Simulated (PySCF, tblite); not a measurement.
**C₂H₁₃BrSi₄: geometry, infrared bands and NMR shifts**

Wanted: the infrared bands and NMR shifts of C₂H₁₃BrSi₄ (`CC[SiH2][Si@H]([SiH3])[SiH2]Br`), by calculation.

Computed with tblite 0.8.0 and PySCF 2.14.0, with density-fitted response routines of our own, on a single molecule in the gas phase. Atoms are numbered from 0 throughout.

### Step 1. The molecule as given

20 atoms, charge 0, multiplicity 1; geometry from: force field or distance geometry start.

Bonds of the start (Å): C0–C1 1.52, C1–Si2 1.88, Si2–Si3 2.28, Si3–Si4 2.29, Si3–Si5 2.27, Si5–Br6 2.21, C0–H7 1.10, C0–H8 1.10, C0–H9 1.10, C1–H10 1.09, C1–H11 1.09, Si2–H12 1.49, Si2–H13 1.48, Si3–H14 1.49, Si4–H15 1.48, Si4–H16 1.49, Si4–H17 1.48, Si5–H18 1.49, Si5–H19 1.49.

### Step 2. Geometry optimisation with GFN2-xTB

What the job is given:

```
{"job": {"kind": "relax", "xc": "GFN2-xTB", "basis": "xTB"}, "charge": 0, "multiplicity": 1}
C     -3.404200    -0.177600     0.392300
C     -2.095700     0.257500    -0.242600
Si    -0.594200    -0.753000     0.282500
Si     1.256200    -0.062100    -0.858800
Si     2.946400    -1.477100    -0.235200
Si     1.871200     1.962900    -0.046100
Br     0.454900     3.531900    -0.702400
H     -3.374700    -0.094800     1.490000
H     -4.219300     0.464600     0.036800
H     -3.667300    -1.210100     0.136600
H     -2.197500     0.203300    -1.324800
H     -1.921700     1.301600     0.021300
H     -0.384700    -0.611900     1.750800
H     -0.851700    -2.184500    -0.016200
H      1.036300    -0.059000    -2.328000
H      2.640000    -2.868200    -0.643000
H      4.216700    -1.052000    -0.888800
H      3.138500    -1.444700     1.229400
H      1.915500     1.953500     1.446800
H      3.230200     2.330300    -0.541100
```

The run is started by

```
> OMP_NUM_THREADS=1 python probes_run.py task.json out
```

The driver reads the jobs from task.json and runs them one after another.

**Question.** This job is followed by: GFN2-xTB harmonic vibrations, gas phase; GIAO PBE0/pcSseg-1 NMR shielding, non-relativistic, gas phase. What will the session give for the following? strongest single infrared mode (GFN2-xTB); zero-point energy (GFN2-xTB); 13C shifts against TMS (PBE0/pcSseg-1); 1H shifts against TMS (PBE0/pcSseg-1, means over atoms taken as alike); 29Si shifts against TMS (PBE0/pcSseg-1); 79Br shifts against HBr (PBE0/pcSseg-1); surface potential, 1st and 99th percentile.

**Answer**, as computed:

```
                                                              quantity                                                     value
                             strongest single infrared mode (GFN2-xTB)                                     2248 cm⁻¹, 679 km/mol
                                          zero-point energy (GFN2-xTB)                                             82.5 kcal/mol
                                13C shifts against TMS (PBE0/pcSseg-1)                                             14.3, 8.9 ppm
1H shifts against TMS (PBE0/pcSseg-1, means over atoms taken as alike)  5.66, 5.44, 4.04, 3.98, 3.48, 3.42, 1.49, 1.25, 0.87 ppm
                               29Si shifts against TMS (PBE0/pcSseg-1)                          -27.7, -63.9, -116.6, -135.7 ppm
                               79Br shifts against HBr (PBE0/pcSseg-1)                                                  -213 ppm
                                 surface potential, 1st and 99th percentile                                        -0.61 V and 1.37 V
```

What this shows: Over 159 steps the energy fell by 0.289 eV; of the close pairs, Si3–Si5 changed most, 2.267 to 2.334 Å. No mode is imaginary among the 54: a minimum at this level. The strongest single mode, at 2248 cm⁻¹, moves mainly H17 and H19. GFN2-xTB is a fitted tight-binding method: band positions and strengths are rough. Its intensities can rank the bands wrongly. At PBE0/pcSseg-1: Shielding is most anisotropic at Br6 (span 270 ppm, paramagnetic term -292 ppm). At PBE0/pcSseg-1, counted by nearest atom on the grid, the HOMO lies on Br6 52 %; Si3 15 %, the LUMO on Si5 25 %; Br6 14 %. Spin-orbit coupling is left out, which matters for shieldings and couplings at and beside the heavy atoms.
